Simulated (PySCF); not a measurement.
# C3H9GeP: the cost of one run

Programs: PySCF 2.14.0, with density-fitted response routines of our own. Each step states its level of theory. These are calculated values for one molecule in the gas phase, unless marked as measured. Atoms count from 0, in the outputs and in this text.

## Step 1: The starting structure

14 atoms, charge 0, multiplicity 1; geometry from: GFN2-xTB. The atoms were then displaced at random by about 0.01 Å, so the start is not that level's minimum.

Bonds of the start (Å): P0–Ge1 2.36, Ge1–C2 2.03, C2–C3 1.50, C3–C4 1.53, C4–Ge1 2.01, P0–H5 1.40, P0–H6 1.38, Ge1–H7 1.54, C2–H8 1.08, C2–H9 1.08, C3–H10 1.12, C3–H11 1.08, C4–H12 1.07, C4–H13 1.11.

## Step 2: Geometry optimisation at PBE0-D3(BJ)/def2-SVP

The job: settings as JSON, then the geometry in Å.

```
{"job": {"xc": "PBE0", "basis": "def2-SVP", "d3": "d3bj", "grid": 1, "shake": 0.01, "kind": "geom"}, "charge": 0, "multiplicity": 1}
P      2.568020    -0.690220     1.086660
Ge     0.506590     0.441940     0.903680
C     -0.274160     0.948600    -0.899560
C     -1.117740    -0.293270    -0.843850
C     -1.152290    -0.657030     0.645620
H      3.217630     0.341440     0.391890
H      2.308200    -1.374260    -0.085610
H      0.437130     1.540130     1.983720
H      0.376810     1.014320    -1.755030
H     -0.838660     1.865240    -0.820230
H     -2.158840    -0.127310    -1.235500
H     -0.687990    -1.103450    -1.405160
H     -1.172170    -1.709260     0.847000
H     -2.019690    -0.211950     1.178620
```

Run with:

```
> OMP_NUM_THREADS=1 python probes_run.py task.json out
```

This one command runs all jobs of the session in turn.

**Question.** How long does this first job take on 1 thread of Arm Neoverse V1, shared host, and how much memory does it need?

About 66 s, with a peak of 0.52 GiB.
